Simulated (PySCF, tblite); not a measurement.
**C4H9NOSi: geometry, infrared bands and NMR shifts**

Wanted: the infrared bands and NMR shifts of C4H9NOSi (`O=CN1CCC[SiH2]1`), by calculation.

Programs: tblite 0.8.0 and PySCF 2.14.0, with density-fitted response routines of our own. Each step states its level of theory. These are calculated values for one molecule in the gas phase, unless marked as measured. Atoms count from 0, in the outputs and in this text.

### 1 Starting geometry

16 atoms, charge 0, multiplicity 1; geometry from: force field or distance geometry start.

Bonds of the start (Å): O0–C1 1.28, C1–N2 1.39, N2–C3 1.48, C3–C4 1.50, C4–C5 1.48, C5–Si6 1.89, Si6–N2 1.82, C1–H7 1.06, C3–H8 1.10, C3–H9 1.12, C4–H10 1.14, C4–H11 1.10, C5–H12 1.14, C5–H13 1.09, Si6–H14 1.47, Si6–H15 1.46.

### 2 Relaxing the molecule with GFN2-xTB

What the job is given:

```
{"job": {"kind": "relax", "xc": "GFN2-xTB", "basis": "xTB"}, "charge": 0, "multiplicity": 1}
O      2.834400     0.818900     1.241900
C      2.382700     0.203900     0.211200
N      1.009300     0.234000    -0.021100
C      0.237500    -0.378700    -1.127600
C     -0.966200    -1.017300    -0.500300
C     -1.692400    -0.065300     0.370900
Si    -0.290200     1.076800     0.934900
H      3.084900    -0.312000    -0.392400
H      0.861700    -1.068100    -1.712300
H     -0.133300     0.504300    -1.703000
H     -1.656400    -1.361700    -1.334100
H     -0.667600    -1.926900     0.045300
H     -2.009100    -0.629800     1.303600
H     -2.521700     0.474200    -0.081200
H     -0.428300     2.429900     0.377000
H     -0.052700     1.026900     2.375700
```

The run is started by

```bash
$ OMP_NUM_THREADS=1 python probes_run.py task.json out
```

The driver reads the jobs from task.json and runs them one after another.

**Question.** This job is followed by: GFN2-xTB harmonic vibrations, gas phase; GIAO PBE0/pcSseg-1 NMR shielding, non-relativistic, gas phase. Predict these results of the whole session: strongest single infrared mode (GFN2-xTB); zero-point energy (GFN2-xTB); 13C shifts against TMS (PBE0/pcSseg-1); 1H shifts against TMS (PBE0/pcSseg-1, means over atoms taken as alike); 17O shifts against H2O (PBE0/pcSseg-1); 15N shifts against NH3 (PBE0/pcSseg-1); 29Si shifts against TMS (PBE0/pcSseg-1).

The runs gave:

| quantity | value |
| --- | --- |
| strongest single infrared mode (GFN2-xTB) | 1730 cm⁻¹, 605 km/mol |
| zero-point energy (GFN2-xTB) | 78.2 kcal/mol |
| 13C shifts against TMS (PBE0/pcSseg-1) | 168.3, 46.7, 29.8, 9.2 ppm |
| 1H shifts against TMS (PBE0/pcSseg-1, means over atoms taken as alike) | 8.55, 4.93, 3.38, 1.95, 0.92 ppm |
| 17O shifts against H2O (PBE0/pcSseg-1) | 453.8 ppm |
| 15N shifts against NH3 (PBE0/pcSseg-1) | 137.1 ppm |
| 29Si shifts against TMS (PBE0/pcSseg-1) | -28.8 ppm |

The optimisation took 83 steps and gained 0.917 eV; among the close pairs (by a distance rule), O0–C1 changed most, from 1.282 to 1.210 Å. All 42 modes are real, so the xTB geometry is a minimum. The strongest single mode, at 1730 cm⁻¹, moves mainly C1 and O0. Unscaled tight-binding wavenumbers are off by several per cent, some by more. Its intensities can rank the bands wrongly. At PBE0/pcSseg-1: The largest span, 681 ppm, is at O0, where the paramagnetic term is -518 ppm.
